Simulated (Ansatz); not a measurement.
**GeW: single point with PBE**

GeW:

```
Ge W
1.0
     0.00000    2.57761    2.57761
     2.57761    0.00000    2.57761
     2.57761    2.57761    0.00000
Ge W
1 1
Cartesian
  2.5776 2.5776 2.5776
  0.0000 0.0000 0.0000
```

The cell was built by a generator and needn't be a form met in nature.

```json
{
  "Program": "Ansatz 0.2.0",
  "Task": "single point",
  "Functional": "PBE",
  "Potentials or basis": "Ansatz PAW",
  "Cutoff": "420 eV (not typed: the program's choice for these potentials)",
  "k mesh": "9 × 9 × 9",
  "Occupations": "gaussian, width 0.023 eV",
  "Spin": "no spin polarisation"
}
```

```yaml
Pressure: 0.2 GPa
Band_gap_on_the_k_mesh: none (metal or under the smearing width)
```

Levels at points of the mesh, in eV from the Fermi level:
```
           k point  band 12  band 13  band 14  band 15  band 16  band 17
(0.00, 0.00, 0.00)    -1.60    -1.60    -0.86    -0.86     2.45     2.45
```

Run time: 0.81 s on 2 threads of Arm Neoverse V1 (shared host), peak memory 0.3 GiB.

The run has no spin-orbit coupling, so splittings on W are missing.
